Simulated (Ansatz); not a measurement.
# CuPt: stiffness from strained cells, part 2 of 2

How stiff is the crystal, and how unevenly? Runs: cell and atoms relaxed (PAW); reference run (PAW); strain amplitude 0.04 (PAW).

Ansatz 0.2.0; DFT r²SCAN.

## 4. Reference run, PAW

The input, input.yaml:

```yaml
crystal:
  lattice:
    - [1.3584256676, 0.78428742487, 4.25980556684]
    - [-1.3584256676, 0.78428742487, 4.25980556684]
    - [0.0, -1.56857484973, 4.25980556684]
  atoms:
    - { symbol: Cu, position: [0.0, 0.0, 0.0] }
    - { symbol: Pt, position: [0.5, 0.5, 0.5] }
kpoints:
  mp_grid: { grid: [20, 20, 20] }
scf:
  occupations: { method: fermi_dirac, width: 0.08 }
hamiltonian:
  xc: r2scan
  pseudopotentials: { kind: paw }
elastic:
  mode: relaxed_ion
  stencil: two_point
  amplitude: 0.005
```

Started as:

```bash
$ ansatz run input.yaml --threads 1 --pin off --max-ram 2560MiB --backend cpu --events-out ev --progress --plain --runs-dir out
```

Output:

```text
Engine: ansatz 0.2.0
Pseudopotentials: kind: paw
Pseudopotential: Cu, paw, valence charge 19, recommended cutoff 500 eV (meta_gga), Cu.paw.azcp
Pseudopotential: Pt, paw, valence charge 18, recommended cutoff 500 eV (meta_gga), Pt.paw.azcp
Functional definition: r2SCAN
  parameter k0 = 0.174
  parameter k1 = 0.065
  parameter a1 = 4.9479
  exchange = r2scan_x(k0 = k0, k1 = k1, a1 = a1)
  correlation = r2scan_c
Crystal: 2 atoms, lattice volume = 27.230 Å³
Basis set: ecut = 500 eV, 675 PW (Γ), exchange–correlation on 144×144×144 points (64 copies of the dense FFT grid, shifted against one another)
Bands: 23, of which v1, the nominal top of the filled ones, is band 19 counted from 1 (18 counted from 0)
Symmetry: 12 space group operations
Space group: R-3m (ITA 166), of the structure as read, at distance tolerance 3.0e-5 Å
k-points: 781 of 8000
Non-local potential: Cu, projectors of the file, l = 0: 3, l = 1: 2, l = 2: 3, l = 3: 1
Non-local potential: Pt, projectors of the file, l = 0: 3, l = 1: 2, l = 2: 2, l = 3: 1
PAW form: soft (Blöchl's): semilocal exchange-correlation on the pseudo side does not see the compensation charge
PAW frozen core: Cu, regenerated for the run's functional (the file was generated under x = pbe(κ = 0.804, μ = 0.2195149727645171), c = pbe(β = 0.06672455060314922))
PAW frozen core: Pt, regenerated for the run's functional (the file was generated under x = pbe(κ = 0.804, μ = 0.2195149727645171), c = pbe(β = 0.06672455060314922))
PAW one-centre angular grid: Cu, 590 points (default); XC on 160 Gauss nodes
PAW one-centre angular grid: Pt, 590 points (default); XC on 160 Gauss nodes
Initial density: superposition of atomic densities (neutral atoms: chi_scale 0, normalization atom), corrected by the library's trained network
Initial wavefunctions: pseudopotential atomic-orbital guess
Functional: x = r2scan, c = r2scan; τ floored in thin density (d = 2e-4 eV/Å³)
SCF iter   1: F=—  HF=-19168.430803 eV  |F-HF|=—  |Δ(HF+E_count)|=         —  Δρ=3.66e-2  dr2=2.12e-1  dr2_τ=1.32e-2  ethr=1.77e-3  ⟨swp⟩=5.4  Hψ=70208  notcnv=0
preconditioner: auto → Kerker (q_TF=auto, 2.871 Å⁻¹)  [metal: Δε(μ)=0.002 eV  Ē_g=11.331 eV  σ=0.080 eV  W_gap=0.01  n_scr=14 (ndim 8)  ℏωp=32.6 eV  f_vac=0.000  D(μ)=0.77/eV (n_scr^D=2)]
SCF iter   2: F=—  HF=-19168.426268 eV  |F-HF|=—  |Δ(HF+E_count)|=   4.53e-3  Δρ=1.93e-2  dr2=6.82e-2  dr2_τ=2.96e-3  ethr=5.72e-4  ⟨swp⟩=2.1  Hψ=33460  notcnv=0  defer=99
SCF iter   3: F=—  HF=-19168.408058 eV  |F-HF|=—  |Δ(HF+E_count)|=   1.82e-2  Δρ=1.12e-2  dr2=2.30e-2  dr2_τ=7.18e-4  ethr=1.84e-4  ⟨swp⟩=2.1  Hψ=28027  notcnv=0  defer=99
SCF iter   4: F=—  HF=-19168.404585 eV  |F-HF|=—  |Δ(HF+E_count)|=   3.47e-3  Δρ=2.97e-3  dr2=1.90e-3  dr2_τ=5.54e-5  ethr=6.20e-5  ⟨swp⟩=1.0  Hψ=24212  notcnv=0  defer=99
SCF iter   5: F=—  HF=-19168.404505 eV  |F-HF|=—  |Δ(HF+E_count)|=   7.99e-5  Δρ=1.32e-3  dr2=2.60e-4  dr2_τ=7.03e-6  ethr=5.13e-6  ⟨swp⟩=2.2  Hψ=23416  notcnv=0  defer=99
SCF iter   6: F=—  HF=-19168.404715 eV  |F-HF|=—  |Δ(HF+E_count)|=   2.10e-4  Δρ=3.14e-4  dr2=2.03e-5  dr2_τ=1.44e-6  ethr=7.02e-7  ⟨swp⟩=2.0  Hψ=25690  notcnv=0  defer=99
SCF iter   7: F=—  HF=-19168.404727 eV  |F-HF|=—  |Δ(HF+E_count)|=   1.20e-5  Δρ=1.17e-4  dr2=3.20e-6  dr2_τ=6.57e-8  ethr=5.48e-8  ⟨swp⟩=2.0  Hψ=27338  notcnv=0  defer=99
SCF iter   8: F=—  HF=-19168.404731 eV  |F-HF|=—  |Δ(HF+E_count)|=   3.78e-6  Δρ=2.30e-5  dr2=1.14e-7  dr2_τ=3.87e-9  ethr=8.66e-9  ⟨swp⟩=2.0  Hψ=26577  notcnv=0  defer=99
SCF iter   9: F=—  HF=-19168.404731 eV  |F-HF|=—  |Δ(HF+E_count)|=   2.70e-7  Δρ=5.71e-6  dr2=9.31e-9  dr2_τ=2.68e-10  ethr=3.08e-10  ⟨swp⟩=2.0  Hψ=27240  notcnv=0  defer=99
SCF iter  10: F=—  HF=-19168.404731 eV  |F-HF|=—  |Δ(HF+E_count)|=   1.04e-8  Δρ=1.11e-6  dr2=2.43e-10  dr2_τ=1.51e-11  ethr=2.52e-11  ⟨swp⟩=2.0  Hψ=26300  notcnv=0  defer=99
[... 4 lines left out ...]
SCF 1 converged in 14 iterations: F = -19168.404731 eV  dr2 = 1.91e-14
Initial density: handed on by an earlier stage of this run
Initial wavefunctions: those handed on with the density
[... 2 lines left out ...]
preconditioner: auto → Kerker (q_TF=auto, 2.871 Å⁻¹)  [metal: Δε(μ)=0.006 eV  Ē_g=11.205 eV  σ=0.080 eV  W_gap=0.02  n_scr=14 (ndim 8)  ℏωp=32.6 eV  f_vac=0.000  D(μ)=0.84/eV (n_scr^D=2)]
[... 1 line left out ...]
SCF 2 converged in 2 iterations: F = -19168.404731 eV  dr2 = 1.11e-14
Crystal: 2 atoms, lattice volume = 27.094 Å³
Symmetry: 4 space group operations
k-points: 2112 of 8000
[... 2 lines left out ...]
preconditioner: auto → Kerker (q_TF=auto, 2.874 Å⁻¹)  [metal: Δε(μ)=0.004 eV  Ē_g=11.250 eV  σ=0.080 eV  W_gap=0.01  n_scr=14 (ndim 8)  ℏωp=32.7 eV  f_vac=0.000  D(μ)=0.83/eV (n_scr^D=2)]
[... 11 lines left out ...]
SCF 3 converged in 12 iterations: F = -19168.403947 eV  dr2 = 6.12e-14
Crystal: 2 atoms, lattice volume = 27.366 Å³
[... 2 lines left out ...]
preconditioner: auto → Kerker (q_TF=auto, 2.869 Å⁻¹)  [metal: Δε(μ)=0.000 eV  Ē_g=11.158 eV  σ=0.080 eV  W_gap=0.00  n_scr=14 (ndim 8)  ℏωp=32.5 eV  f_vac=0.000  D(μ)=0.85/eV (n_scr^D=2)]
[... 10 lines left out ...]
SCF 4 converged in 11 iterations: F = -19168.403970 eV  dr2 = 1.49e-14
[... 2 lines left out ...]
preconditioner: auto → Kerker (q_TF=auto, 2.874 Å⁻¹)  [metal: Δε(μ)=0.002 eV  Ē_g=11.247 eV  σ=0.080 eV  W_gap=0.01  n_scr=14 (ndim 8)  ℏωp=32.7 eV  f_vac=0.000  D(μ)=0.85/eV (n_scr^D=2)]
[... 11 lines left out ...]
SCF 5 converged in 12 iterations: F = -19168.404013 eV  dr2 = 2.23e-14
[... 2 lines left out ...]
preconditioner: auto → Kerker (q_TF=auto, 2.869 Å⁻¹)  [metal: Δε(μ)=0.007 eV  Ē_g=11.156 eV  σ=0.080 eV  W_gap=0.02  n_scr=14 (ndim 8)  ℏωp=32.5 eV  f_vac=0.000  D(μ)=0.84/eV (n_scr^D=2)]
[... 9 lines left out ...]
SCF 6 converged in 10 iterations: F = -19168.404034 eV  dr2 = 1.34e-14
[... 2 lines left out ...]
preconditioner: auto → Kerker (q_TF=auto, 2.871 Å⁻¹)  [metal: Δε(μ)=0.003 eV  Ē_g=11.204 eV  σ=0.080 eV  W_gap=0.01  n_scr=14 (ndim 8)  ℏωp=32.6 eV  f_vac=0.000  D(μ)=0.84/eV (n_scr^D=2)]
[... 10 lines left out ...]
SCF 7 converged in 11 iterations: F = -19168.404605 eV  dr2 = 8.22e-15
[... 1 line left out ...]
SCF iter   1: F=—  HF=-19168.404594 eV  |F-HF|=—  |Δ(HF+E_count)|=         —  Δρ=8.78e-5  dr2=4.31e-8  dr2_τ=2.56e-8  ethr=1.18e-10  ⟨swp⟩=2.7  Hψ=238798  notcnv=0  defer=271
SCF iter   2: F=—  HF=-19168.404603 eV  |F-HF|=—  |Δ(HF+E_count)|=   8.98e-6  Δρ=4.46e-5  dr2=1.18e-8  dr2_τ=1.68e-7  ethr=1.16e-10  ⟨swp⟩=2.0  Hψ=70085  notcnv=0  defer=271
SCF iter   3: F=—  HF=-19168.404606 eV  |F-HF|=—  |Δ(HF+E_count)|=   3.67e-6  Δρ=8.84e-6  dr2=2.44e-9  dr2_τ=5.51e-9  ethr=3.19e-11  ⟨swp⟩=2.0  Hψ=70847  notcnv=0  defer=271
SCF iter   4: F=—  HF=-19168.404607 eV  |F-HF|=—  |Δ(HF+E_count)|=   1.16e-7  Δρ=4.52e-6  dr2=3.87e-9  dr2_τ=3.73e-10  ethr=6.61e-12  ⟨swp⟩=2.0  Hψ=87475  notcnv=0  defer=271
SCF iter   5: F=—  HF=-19168.404607 eV  |F-HF|=—  |Δ(HF+E_count)|=   3.90e-9  Δρ=1.21e-6  dr2=3.60e-10  dr2_τ=1.66e-11  ethr=6.61e-12  ⟨swp⟩=2.0  Hψ=59939  notcnv=0  defer=271
SCF iter   6: F=—  HF=-19168.404607 eV  |F-HF|=—  |Δ(HF+E_count)|=  3.42e-10  Δρ=2.36e-7  dr2=9.89e-12  dr2_τ=5.89e-13  ethr=9.73e-13 (applied; sched 1.00e-12)  ⟨swp⟩=2.0  Hψ=67423  notcnv=0  defer=278
SCF iter   7: F=—  HF=-19168.404607 eV  |F-HF|=—  |Δ(HF+E_count)|=  2.91e-11  Δρ=9.20e-8  dr2=1.81e-12  dr2_τ=4.46e-14  ethr=2.67e-14 (applied; sched 1.00e-12)  ⟨swp⟩=2.0  Hψ=70705  notcnv=0  defer=291
SCF iter   8: F=—  HF=-19168.404607 eV  |F-HF|=—  |Δ(HF+E_count)|=  7.28e-12  Δρ=3.36e-8  dr2=2.96e-13  dr2_τ=5.88e-15  ethr=4.88e-15 (applied; sched 1.00e-12)  ⟨swp⟩=2.0  Hψ=69793  notcnv=0  defer=291
SCF iter   9: F=—  HF=-19168.404607 eV  |F-HF|=—  |Δ(HF+E_count)|=    0.00e0  Δρ=1.80e-8  dr2=1.61e-13  dr2_τ=7.29e-15  ethr=1.00e-12  ⟨swp⟩=4.0  Hψ=163225  notcnv=0
SCF iter  10: F=-19168.404607 eV  HF=-19168.404607 eV  |F-HF|=3.64e-12  |Δ(HF+E_count)|=  3.64e-12  Δρ=5.36e-9  dr2=6.86e-15  dr2_τ=1.95e-16  ethr=1.00e-12  ⟨swp⟩=4.0  Hψ=158848  notcnv=0
SCF 8 converged in 10 iterations: F = -19168.404607 eV  dr2 = 6.86e-15
SCF converged after 2 iterations
Free energy (F): -19168.404731 eV
Harris-Foulkes:  -19168.404731 eV  (|F-HF|=0.00e0)
Internal energy: -19168.387064 eV  (E = F + TS)
E sigma→0 (E₀):  -19168.395897 eV
Entropy (-TS):   -0.017667 eV (-8.834 meV/atom)
Fermi energy:    19.828865 eV
--- Per-component energies (eV) ---
  E_band       = -521.719245
  E_kinetic    = 938.585493
  E_local      = -5667.035637  (includes V_loc(G=0)·N_el)
  E_nonlocal   = 601.570214
  E_hartree    = 2416.646012
  E_xc         = -333.953124
  E_vxc        = -462.074124  (∫ρ·V_xc dr)
  E_paw        = -11162.054402  (= ΣΔE_a)
  E_vpaw       = -796.483448  (= ΣTr[D̂ρ^β])
  E_aug_tail   = 0.000301  (compensation charges beyond the density's cutoff)
  E_vtau       = 30.425939  (kinetic-family band-sum trace: ∫τ·v_τ [+ j·A + Jᵃ·Aᵃ] dr)
  E_ewald      = -5961.613319
  E_core_change = -0.532602  (= ΣΔE_core)
  E_smearing   = -0.017667  (= −TS)
  E_closure    = -0.000000  (closes the sum)
  Σ components = -19168.404731   (vs F -19168.404731, Δ=0.00e0)
--- Forces (eV/Å), atoms counted from 1 ---
  atom   1  Cu     0.00000000     0.00000000     0.00000000
  atom   2  Pt     0.00000000     0.00000000    -0.00000000
  max |Σ_I F_I| component: 4.21e-29 eV/Å
--- Stress (GPa, compression-positive) ---
       -0.005317       0.000000       0.000000
        0.000000      -0.005317       0.000000
        0.000000       0.000000      -0.000246
  P = ⅓ Tr σ = -0.0036 GPa (-0.036 kbar)
--- Band table (eV; the first three rows and the last of 781) ---
  k-point 0: bands = ["-96.1088", "-80.6544", "-51.9674", "-51.9156", "-51.9156", "-34.1477", "-34.1063", "-34.1063", "9.8329", "13.3572", "15.9702", "15.9702", "16.9344", "16.9344", "17.1198", "17.9747", "17.9747", "19.3771", "19.3771", "19.7716", "25.9261", "35.9378", "39.0346"]
  k-point 1: bands = ["-96.1087", "-80.6536", "-51.9673", "-51.9165", "-51.9158", "-34.1462", "-34.1185", "-34.1092", "9.9294", "13.4238", "15.9177", "16.0375", "16.8893", "16.9513", "17.1358", "17.9480", "17.9838", "18.7399", "19.3505", "20.4858", "25.9503", "36.0740", "38.6287"]
  k-point 2: bands = ["-96.1084", "-80.6511", "-51.9670", "-51.9194", "-51.9165", "-34.1538", "-34.1417", "-34.1178", "10.2131", "13.6167", "15.7741", "16.2327", "16.7401", "17.0017", "17.1823", "17.8647", "18.0141", "18.0767", "19.2736", "21.3960", "26.0376", "36.2303", "37.3588"]
  k-point 780: bands = ["-96.1088", "-80.6544", "-51.9670", "-51.9156", "-51.9156", "-34.1505", "-34.1064", "-34.1064", "11.1410", "13.3330", "15.7990", "16.2118", "16.2118", "16.9910", "17.3284", "17.3284", "17.8607", "17.8607", "18.6357", "18.6357", "32.7102", "36.2279", "36.3861"]
--- Elastic constants: 3 strain directions × 2 members + reference (group order 12) ---
  dense FFT box of the reference and of every strained cell: 36×36×36
  strains applied: 11, 33, 23; error gains: componentwise 1.00 (the most a stress slope's error grows in a printed constant), spectral 1.41 (1 for all six strains in a standard setting)
  C = ∂σ_k/∂η_j (tension-positive GPa; Voigt order 11 22 33 23 13 12):
       364.406    151.515    148.179    -23.909      0.000      0.000
       151.515    364.406    148.179     23.909      0.000      0.000
       148.147    148.147    333.344      0.000      0.000      0.000
       -23.905     23.905      0.000     59.042      0.000      0.000
         0.000     -0.000      0.000     -0.000     59.042    -23.905
        -0.000      0.000     -0.000      0.000    -23.909    106.445
  reference stress σ⁰ (GPa):      0.005      0.005      0.000     -0.000      0.000     -0.000
  C* (energy form; C + prestress term) asymmetry max|C*_kj − C*_jk| = 3.691e-2 GPa — a small one proves nothing (zero by symmetry where the batch's group is 432, −43m or m−3m); a large one is finite-difference/SCF noise where every solve meets its electron count
  moduli (Voigt/Reuss/Hill, GPa): K = 217.54/217.09/217.31   G = 85.86/73.40/79.63   E = 212.88   ν = 0.337
  mechanically stable: yes (min eigenvalue of sym C = 49.08 GPa)
  strain η (Voigt 11):  stress-route row diagonal C_11 = 364.41 GPa, energy-path curvature d²(F+E_count+ΔE)/dδ²/Ω₀ = 364.32 GPa
         δ    σ_11 (GPa)             F (eV)   n_scf  n_hpsi   n_pw
    -5.000e-3      -1.8719      -19168.4039467      12  1119392    705   relax 0 steps, max|allowed force component| 0.00e0 eV/Å
     5.000e-3       1.7722      -19168.4039699      11  1027189    712   relax 0 steps, max|allowed force component| 0.00e0 eV/Å
  strain η (Voigt 33):  stress-route row diagonal C_33 = 333.34 GPa, energy-path curvature d²(F+E_count+ΔE)/dδ²/Ω₀ = 333.32 GPa
         δ    σ_33 (GPa)             F (eV)   n_scf  n_hpsi   n_pw
    -5.000e-3      -1.7007      -19168.4040132      12  413562    706   relax 0 steps, max|allowed force component| 1.35e-28 eV/Å
     5.000e-3       1.6327      -19168.4040336      10  372011    710   relax 0 steps, max|allowed force component| 2.04e-28 eV/Å
  strain η (Voigt 23):  stress-route row diagonal C_44 = 59.04 GPa, energy-path curvature d²(F+E_count+ΔE)/dδ²/Ω₀ = 59.06 GPa
         δ    σ_23 (GPa)             F (eV)   n_scf  n_hpsi   n_pw
    -5.000e-3      -0.2994      -19168.4046050      11  1133464    708   relax 0 steps, max|allowed force component| 1.01e-28 eV/Å
     5.000e-3       0.2910      -19168.4046066      10  1094288    708   relax 0 steps, max|allowed force component| 4.45e-28 eV/Å
```

Run time: 12 min. Hardware: 1 thread of Intel Xeon Platinum 8488C (Sapphire Rapids), shared host; peak memory 1.9 GiB.

C in GPa (Voigt order xx, yy, zz, yz, xz, xy):

```
364.4 151.5 148.2 -23.9   0.0   0.0
151.5 364.4 148.2  23.9   0.0   0.0
148.2 148.2 333.3   0.0   0.0   0.0
-23.9  23.9   0.0  59.0   0.0   0.0
  0.0   0.0   0.0   0.0  59.0 -23.9
  0.0   0.0   0.0   0.0 -23.9 106.4
```

## 5. Strain amplitude 0.04, PAW

Changes to input.yaml since step 4:

```diff
@@ -18,2 +18,2 @@
   stencil: two_point
-  amplitude: 0.005
+  amplitude: 0.04
```

Started as:

```bash
$ ansatz run input.yaml --threads 1 --pin off --max-ram 2560MiB --backend cpu --events-out ev --progress --plain --runs-dir out
```

Output, cut to the lines that bear on the results:

```text
[...]
[... 4 set-up lines as earlier in the session ...]
[...]
Crystal: 2 atoms, lattice volume = 27.230 Å³
Basis set: ecut = 500 eV, 675 PW (Γ), exchange–correlation on 144×144×144 points (64 copies of the dense FFT grid, shifted against one another)
Bands: 23, of which v1, the nominal top of the filled ones, is band 19 counted from 1 (18 counted from 0)
[... 2 set-up lines as earlier in the session ...]
k-points: 781 of 8000
[...]
SCF iter   1: F=—  HF=-19168.430803 eV  |F-HF|=—  |Δ(HF+E_count)|=         —  Δρ=3.66e-2  dr2=2.12e-1  dr2_τ=1.32e-2  ethr=1.77e-3  ⟨swp⟩=5.4  Hψ=70208  notcnv=0
[...]
     4.000e-2      11.5032      -19168.3623784      14  1210089    734   relax 0 steps, max|allowed force component| 0.00e0 eV/Å
  strain η (Voigt 33):  stress-route row diagonal C_33 = 337.48 GPa, energy-path curvature d²(F+E_count+ΔE)/dδ²/Ω₀ = 335.38 GPa
         δ    σ_33 (GPa)             F (eV)   n_scf  n_hpsi   n_pw
    -4.000e-2     -15.6867      -19168.3541743      14  491870    679   relax 0 steps, max|allowed force component| 2.19e-28 eV/Å
     4.000e-2      11.3118      -19168.3640883      13  438739    735   relax 0 steps, max|allowed force component| 1.68e-29 eV/Å
  strain η (Voigt 23):  stress-route row diagonal C_44 = 59.40 GPa, energy-path curvature d²(F+E_count+ΔE)/dδ²/Ω₀ = 59.30 GPa
         δ    σ_23 (GPa)             F (eV)   n_scf  n_hpsi   n_pw
    -4.000e-2      -2.6395      -19168.3960463      14  1334701    711   relax 0 steps, max|allowed force component| 0.00e0 eV/Å
     4.000e-2       2.1123      -19168.3972914      12  1158235    710   relax 0 steps, max|allowed force component| 0.00e0 eV/Å
```

Wall time 13 min (1 thread of Intel Xeon Platinum 8488C (Sapphire Rapids), shared host); peak memory 1.9 GiB.

These settings are unsound, so nothing is quoted from this run.

## 6. Side by side

| run | C11 | C12 | C13 | C14 | C33 | C44 | K | G | E | Poisson ratio |
| --- | --- | --- | --- | --- | --- | --- | --- | --- | --- | --- |
| ions relaxed, PAW | 364.4 | 151.5 | 148.2 | -23.9 | 333.3 | 59.0 | 217.3 | 79.6 | 212.9 | 0.337 |

Constants and moduli in GPa; K, G and E are Hill averages.

## 7. Results

The summary covers parts 1 to 2.

```
                           quantity             value
                          C11 (PAW)           364 GPa
                          C12 (PAW)           152 GPa
                          C13 (PAW)           148 GPa
                          C14 (PAW)           -24 GPa
                          C33 (PAW)           333 GPa
                          C44 (PAW)            59 GPa
    bulk, shear and Young's modulus  217, 80, 213 GPa
Debye temperature from sound speeds             311 K
         universal anisotropy index              0.85
```

In words: All eigenvalues are positive, so the crystal is mechanically stable; by PAW K = 217 and G = 80 GPa, K/G = 2.73, on the ductile side of Pugh's rough line at 1.75, which was drawn for metals. Young's modulus runs from 139 to 292 GPa with direction. Cautions: frozen-core PAW files fitted under PBE, their cores solved anew for the functional of the run; responses of metals move with mesh and smearing; no spin-orbit coupling on heavy atoms.
